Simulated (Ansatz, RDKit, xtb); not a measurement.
**C4H6F2S2: ranking a sample of isomers**

A sample of isomers of C4H6F2S2 is drawn. Aim: find which of them has the lowest free energy at 298.15 K, then its properties. The sample is small against all isomers, and the most stable one of this formula need not be in it.

Plan: many cheap relaxations first (GFN2-xTB), then density-functional screening, relaxation at B3LYP-D3(BJ)/def2-SVP, vibrations (at GFN2-xTB) and a final energy. The numbers are computed, not measured.

## (1) Drawing up candidates

Isomers were taken from a list of plausible structures; this is a sample, not all of them. That gives 14 candidates.

```
label                  SMILES     spin
 c030            FC1(F)CCSCS1  singlet
 c112           C=C(SC)SC(F)F  singlet
 c445       FC(F)[C@@H]1CSCS1  singlet
 c475   F[C@@H]1CC[C@H](F)SS1  singlet
 c516            FC1(F)CCSSC1  singlet
 c517           C=C(C)SSC(F)F  singlet
 c614   F[C@@H]1C[C@H](F)SCS1  singlet
 c621  F[C@@H]1CSS[C@@H](F)C1  singlet
 c622           CC(=S)CSC(F)F  singlet
 c733  FC[C@@H]1CS[C@@H](F)S1  singlet
 c738   FC[C@@H]1CS[C@H](F)S1  singlet
 c899  F[C@@H]1C[C@@H](F)SCS1  singlet
 c953       FC(F)CS[C@@H]1CS1  singlet
 c987            FC(F)C1SCCS1  singlet
```

Candidates are built by distance geometry, with a force field where one applies, in up to four conformers (letters a to d).

Q: Predict the outcome of this search (final energies at CCSD(T)/def2-SVP + MP2/def2-TZVPP - MP2/def2-SVP).

| quantity | value |
| --- | --- |
| lowest structure found | FC1(F)CCSSC1, singlet |
| next finalist | FC(F)[C@@H]1CSCS1, singlet, 9.0 kcal/mol higher in G |
| share at equilibrium, among the finalists | 100.0 % |

The lowest structure found is `FC1(F)CCSSC1`. The margin of 9.0 kcal/mol over the next finalist is beyond the usual error of the last level; it says nothing of structures that weren't ranked. GFN2-xTB, HF/STO-3G, r2SCAN-D4/def2-SVP, B3LYP-D3(BJ)/def2-SVP, HF/def2-SVP and MP2/def2-SVP already put its bonding pattern lowest among the structures in one piece. 6 minima inside the window were never screened. The search is not exhaustive (a finite list of starts, one conformer a finalist), so a lower isomer can't be ruled out. Only 14 drawn patterns were tried, so whole families of isomers are missing, and the result ranks this sample alone.
